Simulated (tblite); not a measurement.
# Si24: the cost of one run

Computed with tblite 0.8.0 and PySCF 2.14.0 and routines of our own; the level stands in each step. Atoms count from 0.

## 1. The starting structure

24 atoms, charge 0, multiplicity 1; geometry from: force field, distance geometry or constructed start.

## 2. Relaxing the molecule with GFN1-xTB

The job: settings as JSON, then the geometry in Å.

```
{"job": {"kind": "relax", "xc": "GFN1-xTB", "basis": "xTB"}, "charge": 0, "multiplicity": 1}
Si     1.089200     2.040200     0.110100
Si     0.908100    -0.503500     0.630500
Si     1.573500    -2.263700    -0.839500
Si    -2.966900    -0.443800    -0.292100
Si    -2.817100     1.907400     0.376000
Si    -2.989300     1.459900    -1.938200
Si     3.402000    -1.217000     0.497100
Si     0.764100     1.126800     2.455300
Si    -0.817400     2.678600     1.335400
Si     2.946500     1.034200     1.207000
Si     1.995300    -2.773300     1.603300
Si    -1.019300     1.384100    -3.261400
Si     2.394800     0.257600    -1.133000
Si     2.350000    -0.707300     2.745000
Si     0.017700    -1.552100     2.607900
Si    -0.813600     0.719400    -0.783500
Si     1.019300     1.936800    -2.256600
Si    -2.083600    -2.040500     1.398300
Si    -2.021400    -0.689600    -2.565700
Si     0.487900    -0.534500    -2.423600
Si    -0.871100    -1.731100    -0.701600
Si    -1.362700     0.260000     1.558600
Si    -1.060900     3.011200    -1.182100
Si    -0.132400    -3.347500     0.857300
```

On the command line:

```sh
OMP_NUM_THREADS=2 python large_run.py task.json out
```

One launch serves the whole session: the jobs run in the order shown.

Q: Estimate the wall time and peak memory of this first job on 2 threads of Arm Neoverse V1, shared host.

About 13 s, with a peak of 0.16 GiB.
